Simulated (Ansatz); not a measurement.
# SiSnTeSe3: the cost of one run

Program: Ansatz 0.2.0. Level of theory: DFT PBE, scalar-relativistic, plane waves, PAW. These are calculated values, not measurements.

1 further run of the same task is left out (it didn't finish).

**1. Starting point**

The structure is hexagonal, space group P-6m2 (No. 187). The conventional cell has a = 6.382 Å, b = 6.382 Å, c = 4.693 Å, α = 90.00°, β = 90.00°, γ = 120.00°. Si (site symmetry -6m2) is surrounded by 6 Se at 2.98 Å and 3 Sn at 3.68 Å and 3 Te at 3.68 Å. Sn (site symmetry -6m2) has 3 Si at 3.68 Å and 3 Te at 3.68 Å and 12 Se at 3.96 Å as nearest neighbours. Around Te (site symmetry -6m2) lie 6 Se at 2.99 Å and 3 Si at 3.68 Å and 3 Sn at 3.68 Å. Around Se (site symmetry mm2) lie 2 Si at 2.98 Å and 2 Te at 2.99 Å and 4 Se at 3.18 to 3.21 Å and 4 Sn at 3.96 Å.

Structure file:

```cif
data_structure
_symmetry_space_group_name_H-M 'P-6m2'
_symmetry_Int_Tables_number 187
_cell_length_a 6.3825
_cell_length_b 6.3825
_cell_length_c 4.6927
_cell_angle_alpha 90.000
_cell_angle_beta 90.000
_cell_angle_gamma 120.000
_cell_volume 165.55
loop_
_atom_site_label
_atom_site_type_symbol
_atom_site_symmetry_multiplicity
_atom_site_Wyckoff_symbol
_atom_site_fract_x
_atom_site_fract_y
_atom_site_fract_z
_atom_site_occupancy
Si1 Si 1 a 0.00000 0.00000 0.00000 1
Sn1 Sn 1 c 0.33333 0.66667 0.00000 1
Te1 Te 1 e 0.66667 0.33333 0.00000 1
Se1 Se 3 k 0.33172 0.16586 0.50000 1
```

Recipe of the guess: species swapped into a database cell of LaAlCuNi3 (P-6m2, No. 187), with Sn on the La sites, Te on the Al sites, Si on the Cu sites and Se on the Ni sites. Lengths come from tabulated atomic sizes and are only a guess.

**2. A first look at the guess**

input.yaml

```yaml
crystal:
  lattice:
    - [6.38245889, 0.0, 0.0]
    - [-3.19122945, 5.52737154, 0.0]
    - [0.0, 0.0, 4.69267573]
  atoms:
    - { symbol: Si, position: [0.33333333, 0.66666667, 0.0] }
    - { symbol: Sn, position: [0.66666667, 0.33333333, 0.0] }
    - { symbol: Te, position: [0.0, 0.0, 0.0] }
    - { symbol: Se, position: [0.66505067, 0.83252533, 0.5] }
    - { symbol: Se, position: [0.16747467, 0.83252533, 0.5] }
    - { symbol: Se, position: [0.16747467, 0.33494933, 0.5] }
basis:
  ecutwfc: 420
kpoints:
  mp_grid: { grid: [3, 3, 4] }
hamiltonian:
  xc: pbe
scf:
  occupations: { method: gaussian, width: 0.1 }
  lower_state_search: "off"
output:
  forces: true
  stress: true
  eigenvalues: true
```

Run with:

```console
> ansatz run input.yaml --threads 1 --pin off --max-ram 2560MiB --backend cpu --events-out ev --progress --plain --runs-dir out
```

What time and memory should one allow on 1 thread of Arm Neoverse V1, shared host?

About 7.7 s, with a peak of 0.4 GiB.
